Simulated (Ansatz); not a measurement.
**Y: how the settings move a relaxation**

How sensitive is a relaxation of Y to its settings? A reference run comes first, then two runs with altered input.

Program: Ansatz 0.2.0. Level of theory: reference: DFT, r2SCAN, PAW with Ansatz's default frozen-core files, scalar-relativistic. These are calculated values, not measurements.

## Step 1: Starting point

Symmetry: P6_3/mmc, No. 194, hexagonal system. The conventional cell has a = 3.742 Å, b = 3.742 Å, c = 5.880 Å, α = 90.00°, β = 90.00°, γ = 120.00°. Y (site symmetry -6m2) has 12 Y at 3.65 to 3.74 Å as nearest neighbours.

As a file:

```cif
data_structure
_symmetry_space_group_name_H-M 'P6_3/mmc'
_symmetry_Int_Tables_number 194
_cell_length_a 3.7422
_cell_length_b 3.7422
_cell_length_c 5.8795
_cell_angle_alpha 90.000
_cell_angle_beta 90.000
_cell_angle_gamma 120.000
_cell_volume 71.31
loop_
_atom_site_label
_atom_site_type_symbol
_atom_site_symmetry_multiplicity
_atom_site_Wyckoff_symbol
_atom_site_fract_x
_atom_site_fract_y
_atom_site_fract_z
_atom_site_occupancy
Y1 Y 2 c 0.33333 0.66667 0.25000 1
```

## Step 2: Reference

input.yaml

```yaml
crystal:
  lattice:
    - [3.7421797608, 0.0, 0.0]
    - [-1.8710898804, 3.2408227384, 0.0]
    - [0.0, 0.0, 5.879512896]
  atoms:
    - { symbol: "Y", position: [0.3333333333, 0.6666666667, 0.25] }
    - { symbol: "Y", position: [0.6666666667, 0.3333333333, 0.75] }
kpoints:
  mp_grid: { grid: [10, 10, 6] }
scf:
  occupations: { method: fermi_dirac, width: 0.05 }
hamiltonian:
  xc: r2scan
  pseudopotentials: { kind: paw }
output:
  forces: true
  stress: true
  efg: { contact_densities: true }
  write_density: true
  write_potential: true
  elf: true
  volumetric_format: npy
relax:
  f_tol: 0.005
  max_steps: 80
  cell: {}
```

Started as:

```console
> ansatz run input.yaml --threads 1 --pin off --max-ram 2048MiB --backend cpu --events-out ev --progress --plain --runs-dir out
```

## Step 3: Changed: mp_grid.grid [7, 7, 4]

input.yaml: that of step 2 with these lines changed.

```diff
@@ -9,3 +9,3 @@
 kpoints:
-  mp_grid: { grid: [10, 10, 6] }
+  mp_grid: { grid: [7, 7, 4] }
 scf:
@@ -19,6 +19,2 @@
   efg: { contact_densities: true }
-  write_density: true
-  write_potential: true
-  elf: true
-  volumetric_format: npy
 relax:
```

## Step 4: Changing settings: mixing.algorithm msr1, mixing.beta 0.05, mixing.ndim 2, ecutwfc 700 eV

input.yaml: that of step 2 with these lines changed.

```diff
@@ -12,2 +12,3 @@
   occupations: { method: fermi_dirac, width: 0.05 }
+  mixing: { algorithm: msr1, beta: 0.05, ndim: 2 }
 hamiltonian:
@@ -27 +28,3 @@
   cell: {}
+basis:
+  ecutwfc: "700 eV"
```

**Question.** What will these runs give? Wanted: for each run, ending; energy change; pressure; gap; force.

**Answer**, as computed:

```
                                                                      run     ending  energy change  pressure (GPa)  gap (eV)  force (eV/Å)  cycles   time
                                                                reference  converged              0             0.0      0.00          0.00      21   18 s
                                                1: mp_grid.grid [7, 7, 4]  converged  -5.5 meV/atom             0.0      0.00          0.00      21  9.7 s
2: mixing.algorithm msr1, mixing.beta 0.05, mixing.ndim 2, ecutwfc 700 eV  converged  -1.3 meV/atom             0.0      0.00          0.00      29   33 s
```

Times don't compare one to one where runs were asked for different outputs or read a saved state (see the inputs); cycles may leave out searches for a lower state.

What this shows: Of the converged runs whose energies compare with the reference's, «mp_grid.grid [7, 7, 4]» moves the energy most (-5.5 meV/atom) and «mixing.algorithm msr1, mixing.beta 0.05, mixing.ndim 2, ecutwfc 700 eV» least (-1.3 meV/atom).
